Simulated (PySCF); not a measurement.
# C5H4F2Se: the cost of one run

The runs use PySCF 2.14.0, with density-fitted response routines of our own; the level of theory stands in each step. All values are computed, except where a source is named. Atoms are numbered from 0 throughout.

### Step 1. Starting geometry

12 atoms, charge 0, multiplicity 1; geometry from: GFN2-xTB. The atoms were then displaced at random by about 0.01 Å, so the start is not that level's minimum.

Bonds of the start (Å): C0–C1 1.21, C1–C2 1.47, C2–C3 1.47, C3–Se4 1.77, C3–C5 1.51, C5–F6 1.34, C5–F7 1.36, C0–H8 1.04, C2–H9 1.07, C2–H10 1.09, C5–H11 1.11.

### Step 2. Optimising the geometry at PBE0-D3(BJ)/def2-SVP

What the job is given:

```
{"job": {"xc": "PBE0", "basis": "def2-SVP", "d3": "d3bj", "grid": 1, "shake": 0.01, "kind": "geom"}, "charge": 0, "multiplicity": 1}
C      2.504850    -0.078260    -0.185310
C      1.380450    -0.470740    -0.424010
C      0.016010    -0.958210    -0.652870
C     -0.846000    -0.418430     0.410870
Se    -1.681140    -1.409590     1.616660
C     -1.043650     1.080580     0.394540
F     -2.028060     1.477610     1.207020
F     -1.335230     1.524670    -0.855060
H      3.458830     0.297770    -0.001520
H     -0.302970    -0.617900    -1.620650
H      0.025510    -2.051150    -0.611420
H     -0.108920     1.595380     0.712720
```

Command:

```console
$ OMP_NUM_THREADS=1 python probes_run.py task.json out
```

The driver reads the jobs from task.json and runs them one after another.

**Question.** How long does this first job take on 1 thread of Arm Neoverse N1, shared host, and how much memory does it need?

About 2.1 min, with a peak of 0.59 GiB.
